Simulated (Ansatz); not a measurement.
Predict the output of the script below (Ansatz 0.2.0, Python API).

`c2h6al2o.py`
```python
from dataclasses import dataclass
import warnings

import ansatz as az
import numpy as np


@dataclass
class RunConfig:
    basis: str = 'def2-SVP'
    xc: str = 'b3lyp'


cfg = RunConfig()


def main() -> None:
    warnings.simplefilter('ignore', az.DeckWarning)

    geometry_ang = [
        ('C', (-1.8575, -0.2341, -0.0676)),
        ('Al', (-0.3884, -0.6639, 1.1146)),
        ('C', (1.4167, -0.1659, 0.5941)),
        ('O', (2.4573, -0.4443, 1.3341)),
        ('Al', (1.7781, 0.7835, -1.0954)),
        ('H', (-2.8552, -0.5307, 0.3688)),
        ('H', (-1.7325, -0.6672, -1.0647)),
        ('H', (-1.9078, 0.9293, -0.2126)),
        ('H', (-0.65, -1.422, 2.5255)),
        ('H', (3.2668, 1.1943, -1.4692)),
        ('H', (0.5379, 1.1642, -2.007)),
    ]
    geometry = az.Crystal.molecule()
    for symbol, xyz in geometry_ang:
        geometry = geometry.atom(symbol, xyz)

    job = geometry.calculation().basis(gaussian=cfg.basis).functional(cfg.xc)
    symbols = [site.symbol for site in geometry.cartesian_sites]
    start = np.array([site.position_ang for site in geometry.cartesian_sites], dtype=float)
    r = job.relax(force_tolerance=0.005, max_steps=100).run().report
    end = np.array(r['positions_ang'])

    print('reference energy %16.6f eV' % r['reference_energy_ev'])
    print('total energy     %16.6f eV' % r['free_energy_ev'])
    print('occupied (up, down):', r['n_occupied'], ' virtual:', r['n_virtual'], ' frozen:', r['n_frozen'])

    print('bond        before    after (A)')
    for i, j in [(0, 1), (0, 5), (0, 6), (0, 7), (1, 2), (1, 8), (2, 3), (2, 4), (4, 9), (4, 10)]:
        d0, d1 = (np.linalg.norm(xyz[i] - xyz[j]) for xyz in (start, end))
        print(f'{symbols[i]}{i}-{symbols[j]}{j}'.ljust(10), f'{d0:8.4f} {d1:8.4f}')
    with open('c2h6al2o_opt.xyz', 'w') as handle:
        handle.write(f'{len(symbols)}\nrelaxed C2H6Al2O\n')
        handle.writelines(f'{s:2s} {x:11.6f} {y:11.6f} {z:11.6f}\n' for s, (x, y, z) in zip(symbols, end))


if __name__ == '__main__':
    main()
```

```console
$ python c2h6al2o.py
reference energy    -17405.456557 eV
total energy        -17405.456557 eV
occupied (up, down): [26, 26]  virtual: [82, 82]  frozen: 0
bond        before    after (A)
C0-Al1       1.9341   1.9579
C0-H5        1.1286   1.1047
C0-H6        1.0943   1.1042
C0-H7        1.1735   1.1015
Al1-C2       1.9435   1.9712
Al1-H8       1.6229   1.5845
C2-O3        1.3069   1.2626
C2-Al4       1.9714   2.0026
Al4-H9       1.5889   1.5784
Al4-H10      1.5856   1.5791
```

`c2h6al2o_opt.xyz`, as written:
```text
11
relaxed C2H6Al2O
C    -2.294555   -0.389201    0.234773
Al   -0.494930   -0.864747    0.841907
C     1.020559    0.290467    0.337625
O     1.721941    1.237082    0.791766
Al    2.418844    0.849346   -0.982606
H    -3.003192   -0.418026    1.081749
H    -2.665019   -1.118453   -0.506945
H    -2.352231    0.614284   -0.215741
H    -0.076427   -2.288792    1.396487
H     3.798069    0.084138   -0.923914
H     1.992342    1.947101   -2.034502
```

The settings weren't tested for convergence. The end point is the stationary point reached from this start; no frequency run checks that it is a minimum, and the basis set is modest. b3lyp holds the VWN-RPA fit, as in Gaussian; the form of ORCA and Turbomole is b3lyp5. The bonding changed during the relaxation, so the end is another isomer than the start names. Finished in 6.2 min on 1 thread of Arm Neoverse V1 (shared host), peak memory 0.31 GiB.

(Lines on the test bed's own set-up are left out of the output.)
